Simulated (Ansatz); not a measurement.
# La8ZnGa7O24: the cost of one run

All numbers are computed with Ansatz 0.2.0 (PAW, plane waves).

### 1 The system as built

40 atoms (8 La, 1 Zn, 7 Ga, 24 O); a = 7.729 Å, b = 7.729 Å, c = 7.729 Å, α = 90.00°, β = 90.00°, γ = 90.00°. All atoms were shaken off their sites by about 0.02 Å along each axis. Defect site 1: (0.500, 0.500, 0.500). Defect site 2: (0.250, 0.250, 0.250). Starting moments add up to 1 μB.

Steps to follow: (2) PBEsol relaxation at the single k point (¼, ¼, ¼), on 8 threads of Intel Xeon 6975P-C; (3) HSE06 single point at the single k point (¼, ¼, ¼), on 8 threads of Intel Xeon 6975P-C; (4) r²SCAN single point at the single k point (¼, ¼, ¼), on 8 threads of Intel Xeon 6975P-C.

### 2 Relaxing the atoms with PBEsol

in.yaml reads:

```yaml
crystal:
  lattice:
    - [7.729308, 0.000000, 0.000000]
    - [0.000000, 7.729308, 0.000000]
    - [0.000000, 0.000000, 7.729308]
  atoms:
    - { symbol: La, position: [0.996529, 0.996228, 0.998758] }
    - { symbol: La, position: [0.998840, 0.997069, 0.496385] }
    - { symbol: La, position: [0.998228, 0.499784, 0.001265] }
    - { symbol: La, position: [0.001500, 0.495837, 0.503389] }
    - { symbol: La, position: [0.499619, 0.994867, 0.998915] }
    - { symbol: La, position: [0.504330, 0.004179, 0.499490] }
    - { symbol: La, position: [0.499811, 0.501234, 0.000012] }
    - { symbol: La, position: [0.248110, 0.250014, 0.249918], spin: 0.125 }
    - { symbol: Zn, position: [0.498991, 0.500537, 0.502288], spin: 0.125 }
    - { symbol: Ga, position: [0.254089, 0.246901, 0.744713] }
    - { symbol: Ga, position: [0.256170, 0.750869, 0.251669] }
    - { symbol: Ga, position: [0.253567, 0.753504, 0.746672] }
    - { symbol: Ga, position: [0.750346, 0.254953, 0.253633] }
    - { symbol: Ga, position: [0.750772, 0.250410, 0.748567] }
    - { symbol: Ga, position: [0.747810, 0.748135, 0.249482] }
    - { symbol: Ga, position: [0.747822, 0.750297, 0.747042] }
    - { symbol: O, position: [0.252562, 0.245773, 0.996938], spin: 0.125 }
    - { symbol: O, position: [0.250473, 0.250932, 0.499733], spin: 0.125 }
    - { symbol: O, position: [0.249652, 0.747215, 0.002846] }
    - { symbol: O, position: [0.248497, 0.754240, 0.500630] }
    - { symbol: O, position: [0.748983, 0.257409, 0.998765] }
    - { symbol: O, position: [0.752417, 0.254014, 0.501256] }
    - { symbol: O, position: [0.747778, 0.752285, 0.995968] }
    - { symbol: O, position: [0.747812, 0.749779, 0.497416] }
    - { symbol: O, position: [0.999240, 0.246182, 0.248536], spin: 0.125 }
    - { symbol: O, position: [0.000710, 0.249507, 0.743586] }
    - { symbol: O, position: [0.999985, 0.748526, 0.248330] }
    - { symbol: O, position: [0.998686, 0.753066, 0.749254] }
    - { symbol: O, position: [0.502332, 0.253991, 0.249260], spin: 0.125 }
    - { symbol: O, position: [0.499490, 0.250663, 0.753693] }
    - { symbol: O, position: [0.498650, 0.746633, 0.248938] }
    - { symbol: O, position: [0.501731, 0.747786, 0.750712] }
    - { symbol: O, position: [0.248390, 0.000642, 0.251194], spin: 0.125 }
    - { symbol: O, position: [0.251965, 0.000613, 0.753022] }
    - { symbol: O, position: [0.248490, 0.501313, 0.251799], spin: 0.125 }
    - { symbol: O, position: [0.252640, 0.503709, 0.746921] }
    - { symbol: O, position: [0.746531, 0.997441, 0.251025] }
    - { symbol: O, position: [0.751387, 0.997807, 0.747303] }
    - { symbol: O, position: [0.749088, 0.499322, 0.254212] }
    - { symbol: O, position: [0.748331, 0.497704, 0.754416] }
  symmetry: { detect: false }
kpoints:
  mp_grid: { grid: [1, 1, 1], shift: [0.25, 0.25, 0.25] }
hamiltonian:
  xc: pbesol
magnetization:
  spin_polarized: true
scf:
  occupations: { method: fermi_dirac, width: 0.01 }
relax:
  f_tol: 0.03
  max_steps: 80
  escape_saddle: false
  adjacent_minimum: "off"
output:
  forces: true
  eigenvalues: true
  populations: true
```

Run with:

```sh
ansatz run in.yaml --threads 8 --pin off --max-ram 13300MiB --runs-dir r --events-out ev --progress --plain
```

**Question.** How long does this run take on 8 threads of Intel Xeon 6975P-C, shared host, and how much memory does it need?

About 92 s, with a peak of 1.6 GiB.
